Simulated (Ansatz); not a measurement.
# Rh (sc type): the cost of one run

Computed with Ansatz 0.2.0 (DFT LDA, with the methods named in each step, unless a step's input says otherwise).

This is Rh in the simple cubic structure; at room conditions it is fcc.

### 1 The structure to begin with

The structure is cubic, space group Pm-3m (No. 221). The conventional cell has a = 2.480 Å, b = 2.480 Å, c = 2.480 Å, α = 90.00°, β = 90.00°, γ = 90.00°. Around Rh (site symmetry m-3m) lie 6 Rh at 2.48 Å.

As a file:

```
Rh
1.0
     2.47981    0.00000    0.00000
     0.00000    2.47981    0.00000
     0.00000    0.00000    2.47981
Rh
1
Direct
  0.00000 0.00000 0.00000
```

Whether this phase is the stable one at these pressures isn't tested.

### 2 The reference volume, LAPW

The input, input.yaml:

```yaml
crystal:
  lattice:
    - [2.4798091275, 0.0, 0.0]
    - [0.0, 2.4798091275, 0.0]
    - [0.0, 0.0, 2.4798091275]
  atoms:
    - { symbol: Rh, position: [0.0, 0.0, 0.0] }
kpoints:
  mp_grid: { grid: [17, 17, 17] }
  band_path:
    path:
      - [0.0, 0.0, 0.0]
      - [0.0, 0.5, 0.0]
      - [0.5, 0.5, 0.0]
      - [0.0, 0.0, 0.0]
      - [0.5, 0.5, 0.5]
      - [0.0, 0.5, 0.0]
      - [0.5, 0.5, 0.5]
      - [0.5, 0.5, 0.0]
    npoints: 14
scf:
  occupations: { method: fermi_dirac, width: 0.08 }
hamiltonian:
  xc: lda
  pseudopotentials: { kind: all_electron, lapw: { basis_error: 0.001 } }
output:
  forces: true
  stress: true
  eigenvalues: true
  populations: true
  dos: { projected: true, de: 0.2, e_range: [-14, 8] }
```

Command:

```console
$ ansatz run input.yaml --threads 1 --pin off --max-ram 2048MiB --backend cpu --events-out ev --progress --plain --runs-dir out
```

**Question.** How long does this run take on 1 thread of Arm Neoverse V2, shared host, and how much memory does it need?

About 20 s, with a peak of 0.37 GiB.
